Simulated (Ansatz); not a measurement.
# C6H18N3NbO: basis-set convergence

How large a basis does C6H18N3NbO need? Two functionals are run in growing sets.

Method: one geometry, several basis sets; program: Ansatz 0.2.0, Gaussian basis.

Plan: PBE0-D4/def2-SVP; ωB97M-V/def2-SVP; PBE0-D4/def2-QZVPP; ωB97M-V/def2-QZVPP; the functionals' def2-TZVPP values are taken from earlier runs.

### Step 1. The relaxed structure

An earlier PBE0-D4 in a triple-zeta def2 set relaxation fixed the geometry. Nb takes the def2 core potential; no spin-orbit term is included.

SMILES `C[N](C)[Nb](=[O])([N](C)C)[N](C)C`, 29 atoms, charge 0, spin multiplicity 1.

Atoms are counted from 1 here; the program's logs count them from 0.

Bond lengths: C1–N2 1.440 Å, C1–H12 1.094 Å, C1–H13 1.100 Å, C1–H14 1.100 Å, N2–C3 1.444 Å, N2–Nb4 1.991 Å, C3–H15 1.100 Å, C3–H16 1.090 Å, C3–H17 1.100 Å, Nb4–O5 1.707 Å, Nb4–N6 1.991 Å, Nb4–N9 1.991 Å, N6–C7 1.440 Å, N6–C8 1.444 Å, C7–H18 1.100 Å, C7–H19 1.094 Å, C7–H20 1.100 Å, C8–H21 1.090 Å and more. Angles: N2–C1–H12 111.4°, N2–C1–H13 111.7°, N2–C1–H14 111.5°, H12–C1–H13 107.5°, H12–C1–H14 107.0°, H13–C1–H14 107.5°, C1–N2–C3 112.3°, C1–N2–Nb4 122.4°, C3–N2–Nb4 125.3°, N2–C3–H15 111.3°, N2–C3–H16 110.7°, N2–C3–H17 111.2°, H15–C3–H16 108.1°, H15–C3–H17 107.3°, H16–C3–H17 108.2°, N2–Nb4–O5 109.6°, N2–Nb4–N6 109.3°, N2–Nb4–N9 109.3° and more.

### Step 2. PBE0-D4 in def2-SVP

Contents of in.yaml:

```yaml
crystal:
  periodic: [false, false, false]
  atoms:
    - {symbol: C, position_ang: [-1.684787, 0.514714, 1.808748]}
    - {symbol: N, position_ang: [-0.258234, 0.320293, 1.839147]}
    - {symbol: C, position_ang: [0.293646, 0.518154, 3.158374]}
    - {symbol: Nb, position_ang: [0.774448, -0.246140, 0.234297]}
    - {symbol: O, position_ang: [2.338833, -0.741592, 0.704063]}
    - {symbol: N, position_ang: [0.908948, 1.281282, -1.035213]}
    - {symbol: C, position_ang: [-0.225868, 2.096662, -1.383327]}
    - {symbol: C, position_ang: [2.126777, 1.742580, -1.658158]}
    - {symbol: N, position_ang: [-0.167742, -1.758171, -0.653751]}
    - {symbol: C, position_ang: [-1.379812, -1.574021, -1.409294]}
    - {symbol: C, position_ang: [0.292158, -3.126294, -0.680756]}
    - {symbol: H, position_ang: [-2.093247, 0.325760, 0.811112]}
    - {symbol: H, position_ang: [-1.960970, 1.541150, 2.090999]}
    - {symbol: H, position_ang: [-2.198837, -0.168315, 2.500535]}
    - {symbol: H, position_ang: [-0.164658, -0.164471, 3.888742]}
    - {symbol: H, position_ang: [1.369372, 0.339832, 3.156161]}
    - {symbol: H, position_ang: [0.116961, 1.543753, 3.513447]}
    - {symbol: H, position_ang: [-0.069405, 3.146881, -1.097207]}
    - {symbol: H, position_ang: [-1.133136, 1.758604, -0.873055]}
    - {symbol: H, position_ang: [-0.425811, 2.074592, -2.464565]}
    - {symbol: H, position_ang: [2.971985, 1.123519, -1.355853]}
    - {symbol: H, position_ang: [2.050814, 1.707060, -2.754582]}
    - {symbol: H, position_ang: [2.347874, 2.783096, -1.379067]}
    - {symbol: H, position_ang: [-2.208448, -2.169749, -0.999443]}
    - {symbol: H, position_ang: [-1.247702, -1.869971, -2.460139]}
    - {symbol: H, position_ang: [-1.695678, -0.526153, -1.409961]}
    - {symbol: H, position_ang: [0.470801, -3.466596, -1.711161]}
    - {symbol: H, position_ang: [1.223396, -3.230257, -0.123097]}
    - {symbol: H, position_ang: [-0.450878, -3.804301, -0.236499]}
basis:
  gaussian: {orbitals: def2-SVP}
hamiltonian: {xc: pbe0, dispersion: d4}
output: {orbitals: {seedname: orbitals}}
```

On the command line:

```
$ ansatz run in.yaml --threads 11 --pin off --events-out ev --progress --plain --max-ram 110592MiB --backend cpu
```

After this run come: ωB97M-V in def2-SVP; PBE0-D4 in def2-QZVPP; ωB97M-V in def2-QZVPP.

**Question.** What will the summary of the whole plan be? Wanted: PBE0-D4: double and triple zeta above quadruple; ωB97M-V: double and triple zeta above quadruple.

As calculated:

| quantity | value |
| --- | --- |
| PBE0-D4: double and triple zeta above quadruple | 15.74, 0.83 eV |
| ωB97M-V: double and triple zeta above quadruple | 16.42, 0.81 eV |

In words: For PBE0-D4 the step from double to triple zeta gains 14.90 eV and the next only 0.83 eV. These are total energies; as a rule much of such shifts cancels in differences, which this series doesn't test. The LUMO of ωB97M-V is positive and keeps falling with the basis (1.87 to 0.81 eV): an unbound level that the basis holds in place.
